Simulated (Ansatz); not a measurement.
# CH₆F₂Si₂: basis-set convergence

How large a basis does CH₆F₂Si₂ need? Two functionals are run in growing sets.

Method: one geometry, several basis sets; program: Ansatz 0.2.0, Gaussian basis.

The runs, in order: PBE0-D4/def2-SVP; ωB97M-V/def2-SVP; PBE0-D4/def2-QZVPP; ωB97M-V/def2-QZVPP; the functionals' def2-TZVPP values are taken from earlier runs.

## Step 1: Structure used throughout

An earlier PBE0-D4 in a triple-zeta def2 set relaxation fixed the geometry.

SMILES `C[SiH2][SiH](F)F`, 11 atoms, charge 0, spin multiplicity 1.

Atoms are counted from 1 here; the program's logs count them from 0.

Bond lengths: C1–Si2 1.873 Å, C1–H6 1.092 Å, C1–H7 1.092 Å, C1–H8 1.092 Å, Si2–Si3 2.343 Å, Si2–H9 1.490 Å, Si2–H10 1.490 Å, Si3–F4 1.597 Å, Si3–F5 1.597 Å, Si3–H11 1.483 Å. Angles: Si2–C1–H6 110.6°, Si2–C1–H7 110.7°, Si2–C1–H8 110.6°, H6–C1–H7 108.3°, H6–C1–H8 108.2°, H7–C1–H8 108.3°, C1–Si2–Si3 110.8°, C1–Si2–H9 111.4°, C1–Si2–H10 111.4°, Si3–Si2–H9 107.7°, Si3–Si2–H10 107.7°, H9–Si2–H10 107.9°, Si2–Si3–F4 109.4°, Si2–Si3–F5 109.4°, Si2–Si3–H11 117.1°, F4–Si3–F5 106.4°, F4–Si3–H11 107.0°, F5–Si3–H11 107.0°.

## Step 2: PBE0-D4 in def2-SVP

in.yaml

```yaml
crystal:
  periodic: [false, false, false]
  atoms:
    - {symbol: C, position_ang: [-1.072620, 1.156887, 0.698278]}
    - {symbol: Si, position_ang: [0.477113, 0.106322, 0.760530]}
    - {symbol: Si, position_ang: [0.689190, -1.177548, -1.188184]}
    - {symbol: F, position_ang: [-0.602940, -2.100494, -1.358259]}
    - {symbol: F, position_ang: [0.723281, -0.210980, -2.458983]}
    - {symbol: H, position_ang: [-1.959781, 0.527526, 0.604023]}
    - {symbol: H, position_ang: [-1.169825, 1.754041, 1.607273]}
    - {symbol: H, position_ang: [-1.042855, 1.835028, -0.156868]}
    - {symbol: H, position_ang: [0.451479, -0.830737, 1.918232]}
    - {symbol: H, position_ang: [1.699540, 0.948931, 0.881731]}
    - {symbol: H, position_ang: [1.872817, -2.065976, -1.287173]}
basis:
  gaussian: {orbitals: def2-SVP}
hamiltonian: {xc: pbe0, dispersion: d4}
output: {orbitals: {seedname: orbitals}}
```

Started as:

```console
> ansatz run in.yaml --threads 4 --pin off --events-out ev --progress --plain --max-ram 10444MiB
```

Further steps of the session: ωB97M-V in def2-SVP; PBE0-D4 in def2-QZVPP; ωB97M-V in def2-QZVPP.

**Question.** What will the summary of the whole plan be? Wanted: PBE0-D4: double and triple zeta above quadruple; ωB97M-V: double and triple zeta above quadruple.

**Answer**, as computed:

```
                                       quantity           value
PBE0-D4: double and triple zeta above quadruple  14.90, 0.92 eV
ωB97M-V: double and triple zeta above quadruple  15.09, 0.86 eV
```

What this shows: PBE0-D4 gains 13.98 eV from double to triple zeta, then 0.92 eV more. These are total energies; as a rule much of such shifts cancels in differences, which this series doesn't test. The LUMO of ωB97M-V is positive and keeps falling with the basis (1.86 to 0.99 eV): an unbound level that the basis holds in place.
